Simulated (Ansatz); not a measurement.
# NbSi in Ansatz: the effect of target pressure

The system is NbSi.

```
Nb Si
1.0
     3.15644    0.00000    0.00000
     0.00000    3.15644    0.00000
     0.00000    0.00000    3.15644
Nb Si
1 1
Direct
  0.00000 0.00000 0.00000
  0.50000 0.50000 0.50000
```

The cell was built by a generator and needn't be a form met in nature.

Alike in all runs:

- Program: Ansatz 0.2.0
- Task: relaxation of cell and atoms
- Functional: r2SCAN
- Potentials or basis: Ansatz PAW
- Cutoff: 500 eV (not typed: the program's choice for these potentials)
- k mesh: 8 × 8 × 8
- Occupations: fermi-dirac, width 0.05 eV
- Spin: no spin polarisation

Each run relaxes the cell or the atoms first.

```tsv
target pressure	relaxed volume (Å³/atom)
0 GPa	15.55
2 GPa	15.37
5 GPa	15.14
10 GPa	?
20 GPa	14.16
30 GPa	13.65
```

What does the run with target pressure 10 GPa give?

Relaxed volume 14.78 Å³/atom.

Worked out: In Murnaghan's law V^(-B') rises as a straight line in P. The other rows fit best with B' = 3.7, V0 = 15.54 Å³/atom and B0 = 180 GPa, which gives 14.78 Å³/atom at 10 GPa, against the run's 14.78.

Caveats: the plane-wave basis is chosen anew once the cell has moved, so the energies of steps on either side of that aren't comparable; the PAW data sets come from PBE, with cores solved anew for the run's functional, which leaves a small shift of forces and pressure.
